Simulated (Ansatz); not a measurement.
**Pd3I in Ansatz: convergence with k mesh**

The system is Pd3I.

```
CELL_PARAMETERS angstrom
-2.14695 2.14695 3.87591
2.14695 -2.14695 3.87591
2.14695 2.14695 -3.87591
ATOMIC_POSITIONS crystal
I 0.99574 0.99675 0.99153
Pd 0.50205 0.50233 0.00109
Pd 0.24364 0.73399 0.48393
Pd 0.74768 0.25410 0.50393
```

The cell comes from a database or a generator and needn't be the stable form of this composition.

The cell isn't the ideal one: atoms moved at random, drawn with an rms of 0.05 Å.

* Program: Ansatz 0.2.0
* Task: convergence study
* Functional: LDA
* Potentials or basis: Ansatz PAW
* Cutoff: 420 eV (not typed: the program's choice for these potentials)
* k mesh: 2 × 2 × 3
* Occupations: cold, width 0.1 eV
* Spin: no spin polarisation
* Hubbard terms: Pd d U = 7 eV

These are the settings of the first run; the series varies k mesh, with any setting tied to it.

Hardware: 2 threads of Arm Neoverse V2 (shared host).

The values tried are 2 × 2 × 3, 3 × 3 × 3, 4 × 4 × 4, 4 × 4 × 5, 5 × 5 × 6, 6 × 6 × 8, 8 × 8 × 10, 10 × 10 × 12, 12 × 12 × 14, loosest first. From which on does the pressure stay within 0.1 GPa of the tightest run that finished?

From 4 × 4 × 4 on.

```
      k mesh  energy less the tightest run, at zero smearing (meV/atom)  pressure (GPa)  largest force (eV/Å)  SCF cycles  CPU time (s)  peak memory (GiB)
   2 × 2 × 3                                                      32.08           -9.03                 0.219           9           3.3               0.31
   3 × 3 × 3                                                       7.94           -9.23                 0.171          10             6               0.33
   4 × 4 × 4                                                      -9.19           -9.58                 0.194          10            13               0.39
   4 × 4 × 5                                                       4.25           -9.41                 0.190          10            15               0.41
   5 × 5 × 6                                                       0.76           -9.46                 0.181          10            28                0.5
   6 × 6 × 8                                                      -0.36           -9.50                 0.183          10            52               0.71
  8 × 8 × 10                                                       0.02           -9.51                 0.187          10           110                1.2
10 × 10 × 12                                                       0.00           -9.49                 0.181          10           210                  2
12 × 12 × 14                                       timed out after 55 s               -                     -           -             -                  -
```

Against the tightest run, the energy stays within 1 meV/atom from 5 × 5 × 6 on. Not settled before the last step: the largest force (to 0.005 eV/Å). Meshes of other sizes hit other points, so gaps and Fermi surfaces needn't settle smoothly. The tightest run that finished is the yardstick and may itself not be fully converged.

Caveat, for the tightest run too: an odd number of electrons without spin polarisation forces a metal; a magnetic or distorted state may lie lower; U without spin polarisation on a metal has little footing; the PAW data sets come from PBE, with cores solved anew for the run's functional, which leaves a small shift of forces and pressure. The run has no spin-orbit coupling, so splittings on I are missing.
